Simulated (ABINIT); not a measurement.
# BeAu3 (Pm-3m) in ABINIT: equation of state

Aim: energy against volume of BeAu3 in PBE, for its equilibrium volume and stiffness.

Program: ABINIT 10.8.3 (patched build). These are calculated values, not measurements. Logs are shortened: lines on timing, memory, paths and dates and some standing lists are left out, and cuts for length are marked. The log counts tension as positive stress, the text compression.

## (1) Starting point

It takes space group Pm-3m (No. 221, cubic). The conventional cell has a = 4.012 Å, b = 4.012 Å, c = 4.012 Å, α = 90.00°, β = 90.00°, γ = 90.00°. Au (site symmetry 4/mmm) is surrounded by 8 Au at 2.84 Å and 4 Be at 2.84 Å. Be (site symmetry m-3m) is surrounded by 12 Au at 2.84 Å.

The cell comes from a database or a generator and needn't be the stable form of this composition.

## (2) Equation of state, PBE

The input, run.abi:

```
# Datasets: one volume each
ndtset 7
getwfk -1
scalecart1 3*0.9795861087
scalecart2 3*0.9864848297
scalecart3 3*0.9932883884
scalecart4 3*1.0000000000
scalecart5 3*1.0066227096
scalecart6 3*1.0131594038
scalecart7 3*1.0196128224

# Pseudopotentials
pp_dirpath "./"
pseudos "Au.GGA_PBE-JTH.xml, Be.GGA_PBE-JTH.xml"

# Structure
acell 3*1.0
rprim
     7.5810256325     0.0000000000     0.0000000000
     0.0000000000     7.5810256325     0.0000000000
     0.0000000000     0.0000000000     7.5810256325
ntypat 2
znucl 79 4
natom 4
typat 1 1 1 2
xred
     0.5000000000     0.5000000000     0.0000000000
     0.5000000000     0.0000000000     0.5000000000
     0.0000000000     0.5000000000     0.5000000000
     0.0000000000     0.0000000000     0.0000000000

# Plane-wave basis
ecut 20.0
pawecutdg 40.0
pawxcdev 0

# k points
kptopt 1
ngkpt 7 7 7
nshiftk 1
shiftk 0.0 0.0 0.0

# Exchange and correlation
ixc 11

# Bands and occupations
nband 23
occopt 3
tsmear 0.05 eV

# SCF cycle
nstep 100
tolvrs 1.0e-9

# Output
iomode 3
prtwf 1
prtden 0
prteig 0
prtebands 0
enunit 2
```

Potentials or basis: JTH PAW PBE v2.0.

On the command line:

```console
$ abinit run.abi > log 2>&1
```

run.abo:

```text
.Version 10.8.3 of ABINIT
 DATASET    1 : space group Pm -3 m (#221); Bravais cP (primitive cubic)
================================================================================
 Values of the parameters that define the memory need for DATASET  1.
     intxc =       0    ionmov =       0      iscf =      17    lmnmax =      18
     lnmax =       6     mgfft =      30  mpssoang =       3    mqgrid =    3001
     natom =       4  nloc_mem =       2    nspden =       1   nspinor =       1
    nsppol =       1      nsym =      48    n1xccc =       1    ntypat =       2
    occopt =       3   xclevel =       2
       mpw =        1775          nfft =       27000          nkpt =          20
 PAW method is used; the additional fine FFT grid is defined by:
   mgfftf=        45    nfftf =     91125
================================================================================
================================================================================
[... 71 lines left out ...]
 DATASET    7 : space group Pm -3 m (#221); Bravais cP (primitive cubic)
================================================================================
 Values of the parameters that define the memory need for DATASET  7.
     intxc =       0    ionmov =       0      iscf =      17    lmnmax =      18
     lnmax =       6     mgfft =      32  mpssoang =       3    mqgrid =    3001
     natom =       4  nloc_mem =       2    nspden =       1   nspinor =       1
    nsppol =       1      nsym =      48    n1xccc =       1    ntypat =       2
    occopt =       3   xclevel =       2
       mpw =        1991          nfft =       32768          nkpt =          20
 PAW method is used; the additional fine FFT grid is defined by:
   mgfftf=        48    nfftf =    110592
================================================================================
================================================================================

--------------------------------------------------------------------------------
------------- Echo of variables that govern the present computation ------------
--------------------------------------------------------------------------------
 -outvars: echo values of preprocessed input variables --------
            acell      1.0000000000E+00  1.0000000000E+00  1.0000000000E+00 Bohr
              amu      1.96966540E+02  9.01218200E+00
             ecut      2.00000000E+01 Hartree
           enunit           2
           getwfk          -1
              ixc          11
           jdtset        1    2    3    4    5    6    7
         kptrlatt        7    0    0      0    7    0      0    0    7
          kptrlen1     5.19838718E+01
          kptrlen2     5.23499675E+01
          kptrlen3     5.27110131E+01
          kptrlen4     5.30671794E+01
          kptrlen5     5.34186279E+01
          kptrlen6     5.37655119E+01
          kptrlen7     5.41079766E+01
            natom           4
            nband          23
           ndtset           7
            ngfft1         30      30      30
            ngfft2         32      32      32
            ngfft3         32      32      32
            ngfft4         32      32      32
            ngfft5         32      32      32
            ngfft6         32      32      32
            ngfft7         32      32      32
          ngfftdg1         45      45      45
          ngfftdg2         45      45      45
          ngfftdg3         45      45      45
          ngfftdg4         45      45      45
          ngfftdg5         45      45      45
          ngfftdg6         45      45      45
          ngfftdg7         48      48      48
             nkpt          20
            nstep         100
             nsym          48
           ntypat           2
           occopt           3
        pawecutdg      4.00000000E+01 Hartree
         pawxcdev           0
           prtden           0
        prtebands           0
           prteig           0
            rprim1     7.4262673993E+00  0.0000000000E+00  0.0000000000E+00
                       0.0000000000E+00  7.4262673993E+00  0.0000000000E+00
                       0.0000000000E+00  0.0000000000E+00  7.4262673993E+00
            rprim2     7.4785667800E+00  0.0000000000E+00  0.0000000000E+00
                       0.0000000000E+00  7.4785667800E+00  0.0000000000E+00
                       0.0000000000E+00  0.0000000000E+00  7.4785667800E+00
            rprim3     7.5301447329E+00  0.0000000000E+00  0.0000000000E+00
[... 19 lines left out ...]
           xangst1     1.9649057336E+00  1.9649057336E+00  0.0000000000E+00
                       1.9649057336E+00  0.0000000000E+00  1.9649057336E+00
                       0.0000000000E+00  1.9649057336E+00  1.9649057336E+00
                       0.0000000000E+00  0.0000000000E+00  0.0000000000E+00
           xangst2     1.9787435538E+00  1.9787435538E+00  0.0000000000E+00
                       1.9787435538E+00  0.0000000000E+00  1.9787435538E+00
                       0.0000000000E+00  1.9787435538E+00  1.9787435538E+00
                       0.0000000000E+00  0.0000000000E+00  0.0000000000E+00
           xangst3     1.9923904924E+00  1.9923904924E+00  0.0000000000E+00
                       1.9923904924E+00  0.0000000000E+00  1.9923904924E+00
                       0.0000000000E+00  1.9923904924E+00  1.9923904924E+00
                       0.0000000000E+00  0.0000000000E+00  0.0000000000E+00
           xangst4     2.0058529986E+00  2.0058529986E+00  0.0000000000E+00
                       2.0058529986E+00  0.0000000000E+00  2.0058529986E+00
                       0.0000000000E+00  2.0058529986E+00  2.0058529986E+00
                       0.0000000000E+00  0.0000000000E+00  0.0000000000E+00
           xangst5     2.0191371805E+00  2.0191371805E+00  0.0000000000E+00
[... 24 lines left out ...]
                       3.7905128163E+00  0.0000000000E+00  3.7905128163E+00
                       0.0000000000E+00  3.7905128163E+00  3.7905128163E+00
                       0.0000000000E+00  0.0000000000E+00  0.0000000000E+00
            xcart5     3.8156162819E+00  3.8156162819E+00  0.0000000000E+00
                       3.8156162819E+00  0.0000000000E+00  3.8156162819E+00
                       0.0000000000E+00  3.8156162819E+00  3.8156162819E+00
                       0.0000000000E+00  0.0000000000E+00  0.0000000000E+00
            xcart6     3.8403937050E+00  3.8403937050E+00  0.0000000000E+00
                       3.8403937050E+00  0.0000000000E+00  3.8403937050E+00
                       0.0000000000E+00  3.8403937050E+00  3.8403937050E+00
                       0.0000000000E+00  0.0000000000E+00  0.0000000000E+00
            xcart7     3.8648554709E+00  3.8648554709E+00  0.0000000000E+00
                       3.8648554709E+00  0.0000000000E+00  3.8648554709E+00
                       0.0000000000E+00  3.8648554709E+00  3.8648554709E+00
                       0.0000000000E+00  0.0000000000E+00  0.0000000000E+00
             xred      5.0000000000E-01  5.0000000000E-01  0.0000000000E+00
                       5.0000000000E-01  0.0000000000E+00  5.0000000000E-01
                       0.0000000000E+00  5.0000000000E-01  5.0000000000E-01
                       0.0000000000E+00  0.0000000000E+00  0.0000000000E+00
            znucl       79.00000    4.00000

================================================================================

 chkinp: Checking input parameters for consistency, jdtset=   1.

 chkinp: Checking input parameters for consistency, jdtset=   2.
[... 40 lines left out ...]
 getcut: wavevector=  0.0000  0.0000  0.0000  ngfft=  45  45  45
         ecut(hartree)=     40.000   => boxcut(ratio)=   2.08107

--- Pseudopotential description ------------------------------------------------
- pspini: atom type   1  psp file is ./Au.GGA_PBE-JTH.xml
 Pseudopotential format is: paw10
 basis_size (lnmax)=  6 (lmn_size= 18), orbitals=   0   0   1   1   2   2
 Spheres core radius: rc_sph= 2.50869560
 Shapefunction is SIN type: shapef(r)=[sin(pi*r/rshp)/(pi*r/rshp)]**2
 Radius for shape functions =  2.26305713
 Compensation charge density is not taken into account in XC energy/potential

- pspini: atom type   2  psp file is ./Be.GGA_PBE-JTH.xml
 Pseudopotential format is: paw10
 basis_size (lnmax)=  4 (lmn_size=  8), orbitals=   0   0   1   1
 Spheres core radius: rc_sph= 1.60727588
 Shapefunction is SIN type: shapef(r)=[sin(pi*r/rshp)/(pi*r/rshp)]**2
 Radius for shape functions =  1.40108027
 Compensation charge density is not taken into account in XC energy/potential

   4.05564952E+03                                ecore*ucvol(ha*bohr**3)
--------------------------------------------------------------------------------

================================================================================

--- !BeginCycle
iteration_state: {dtset: 1, }
solver: {iscf: 17, nstep: 100, nline: 4, wfoptalg: 10, }
tolerances: {tolvrs: 1.00E-09, }
...
[... 1461 lines left out ...]
-Cartesian components of stress tensor (GPa)         [Pressure= -8.0647E+00 GPa]
- sigma(1 1)=  8.06473685E+00  sigma(3 2)=  0.00000000E+00
- sigma(2 2)=  8.06473685E+00  sigma(3 1)=  0.00000000E+00
- sigma(3 3)=  8.06473685E+00  sigma(2 1)=  0.00000000E+00

== END DATASET(S) ==============================================================
================================================================================

 -outvars: echo values of variables after computation  --------
            acell      1.0000000000E+00  1.0000000000E+00  1.0000000000E+00 Bohr
           etotal1    -1.1722290878E+02
           etotal2    -1.1722506294E+02
           etotal3    -1.1722613028E+02
           etotal4    -1.1722625058E+02
           etotal5    -1.1722553701E+02
           etotal6    -1.1722409626E+02
           etotal7    -1.1722202562E+02
            fcart1    -0.0000000000E+00 -0.0000000000E+00 -0.0000000000E+00
                      -0.0000000000E+00 -0.0000000000E+00 -0.0000000000E+00
                      -0.0000000000E+00 -0.0000000000E+00 -0.0000000000E+00
                      -0.0000000000E+00 -0.0000000000E+00 -0.0000000000E+00
            fcart2    -0.0000000000E+00 -0.0000000000E+00 -0.0000000000E+00
                      -0.0000000000E+00 -0.0000000000E+00 -0.0000000000E+00
                      -0.0000000000E+00 -0.0000000000E+00 -0.0000000000E+00
                      -0.0000000000E+00 -0.0000000000E+00 -0.0000000000E+00
            fcart3    -0.0000000000E+00 -0.0000000000E+00 -0.0000000000E+00
                      -0.0000000000E+00 -0.0000000000E+00 -0.0000000000E+00
[... 66 lines left out ...]
                       2.0058529986E+00  0.0000000000E+00  2.0058529986E+00
                       0.0000000000E+00  2.0058529986E+00  2.0058529986E+00
                       0.0000000000E+00  0.0000000000E+00  0.0000000000E+00
           xangst5     2.0191371805E+00  2.0191371805E+00  0.0000000000E+00
                       2.0191371805E+00  0.0000000000E+00  2.0191371805E+00
                       0.0000000000E+00  2.0191371805E+00  2.0191371805E+00
                       0.0000000000E+00  0.0000000000E+00  0.0000000000E+00
           xangst6     2.0322488282E+00  2.0322488282E+00  0.0000000000E+00
                       2.0322488282E+00  0.0000000000E+00  2.0322488282E+00
                       0.0000000000E+00  2.0322488282E+00  2.0322488282E+00
                       0.0000000000E+00  0.0000000000E+00  0.0000000000E+00
           xangst7     2.0451934373E+00  2.0451934373E+00  0.0000000000E+00
                       2.0451934373E+00  0.0000000000E+00  2.0451934373E+00
                       0.0000000000E+00  2.0451934373E+00  2.0451934373E+00
                       0.0000000000E+00  0.0000000000E+00  0.0000000000E+00
             xred      5.0000000000E-01  5.0000000000E-01  0.0000000000E+00
                       5.0000000000E-01  0.0000000000E+00  5.0000000000E-01
                       0.0000000000E+00  5.0000000000E-01  5.0000000000E-01
                       0.0000000000E+00  0.0000000000E+00  0.0000000000E+00
 Calculation completed.
```

Wall time 4.3 min (1 thread of Arm Neoverse V2, shared host); peak memory 0.18 GiB.

Results:

```yaml
Equilibrium_volume: 16.02 Å³/atom
Bulk_modulus: 146 GPa
Pressure_derivative_of_the_bulk_modulus: 5.7
```

Energy against volume, from the lowest point:
```tsv
volume (Å³/atom)	energy (meV/atom)
15.172	22.73
15.495	8.08
15.818	0.82
16.141	0.00
16.464	4.85
16.787	14.66
17.109	28.74
```

Caveat: pressures at fixed basis lie under the slope of the energies.
